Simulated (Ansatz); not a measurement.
**ScBPt3 (Pm-3m): scan of the energy under strain**

What does a strain cost in ScBPt3 (Pm-3m)? Wanted for ScBPt3 (Pm-3m): a scan of the energy under strain.

Computed with Ansatz 0.2.0, driven from Python. Level of theory: DFT PBE, plane waves, PAW.

### 1 The system

It takes space group Pm-3m (No. 221, cubic). Conventional cell: a = 4.262 Å, b = 4.262 Å, c = 4.262 Å, α = 90.00°, β = 90.00°, γ = 90.00°. Around Sc (site symmetry m-3m) lie 12 Pt at 3.01 Å. B (site symmetry m-3m) is surrounded by 6 Pt at 2.13 Å. Pt (site symmetry 4/mmm) is surrounded by 2 B at 2.13 Å.

No structure file is read: the coordinates are typed or built in the script.

### 2 The code

Input file strain_scbpt3.py:

```python
# -*- coding: utf-8 -*-
import warnings

import ansatz
import numpy as np

VECTORS = np.array([
    [4.262156, 0.0, 0.0],
    [0.0, 4.262156, 0.0],
    [0.0, 0.0, 4.262156],
])
SITES = [
    ('Sc', [0.0, 0.0, 0.0]),
    ('B', [0.5, 0.5, 0.5]),
    ('Pt', [0.0, 0.5, 0.5]),
    ('Pt', [0.5, 0.5, 0.0]),
    ('Pt', [0.5, 0.0, 0.5]),
]


def make_crystal(cell):
    crystal = ansatz.Crystal(lattice=ansatz.Lattice.of(cell))
    for symbol, position in SITES:
        crystal = crystal.atom(symbol, position)
    return crystal


def main():
    warnings.simplefilter('ignore', ansatz.DeckWarning)

    values = np.linspace(-0.01, 0.01, 7)
    energies = []
    for d in values:
        strain = np.diag([d, d, (1 + d) ** -2 - 1])
        cell = VECTORS @ (np.eye(3) + strain)
        setup = make_crystal(cell).calculation()
        setup = setup.functional('pbe')
        setup = setup.occupations('fermi_dirac', width=0.1).basis(520)
        setup = setup.kpoints(8, 8, 8).stress()
        report = setup.run(threads=1, backend='cpu').report
        energies.append(report['free_energy_ev'] / len(SITES))
        s = report['stress_gpa']
        print(f'd = {d:+.4f}  stress xx yy zz xy (GPa, compression positive): {s[0][0]:8.3f} {s[1][1]:8.3f} {s[2][2]:8.3f} {s[0][1]:8.3f}')
    energies = np.array(energies)

    for value, e in zip(values, energies):
        print(f'strain {value:7.3f}   E - Emin = {1000 * (e - energies.min()):9.3f} meV/atom')
    np.savetxt('strain.csv', np.column_stack([values, energies]), fmt='%.6f', delimiter=',', header='strain,energy_eV_per_atom')
    curvature = 2 * np.polyfit(values, energies, 3)[1]
    volume = abs(np.linalg.det(VECTORS)) / len(SITES)
    print(f'd2E/dd2 over the volume: {curvature / volume * 160.21766:.1f} GPa')


if __name__ == '__main__':
    main()
```

### 3 Launch

Command:

```
> python strain_scbpt3.py
```

**Question.** How much energy does this tetragonal strain cost, and what curvature follows?

As calculated:

| quantity | value |
| --- | --- |
| curvature under the strain | 897.0 GPa |
| runs compared | 7 |
| range of energy | 4.49 meV/atom |
| lowest point, strain | 0.000 |

In words: Against the unstrained cell the energy per atom changes by +4.18 meV at one end of the scan and +4.49 meV at the other, and its second derivative over the volume is 897.0 GPa. Reading the output:
- The curvature belongs to this strain pattern and to the cell's stress; it equals a single elastic constant only for simple patterns.
- In a metal a curvature from energy changes of a few meV or less hangs on mesh and smearing, in size and even in sign.
- Spin-orbit coupling, which matters for elements this heavy, is left out.
- This cell is a computed structure, which may not be the phase found in nature.
- The ions keep their fractional positions (clamped ions).
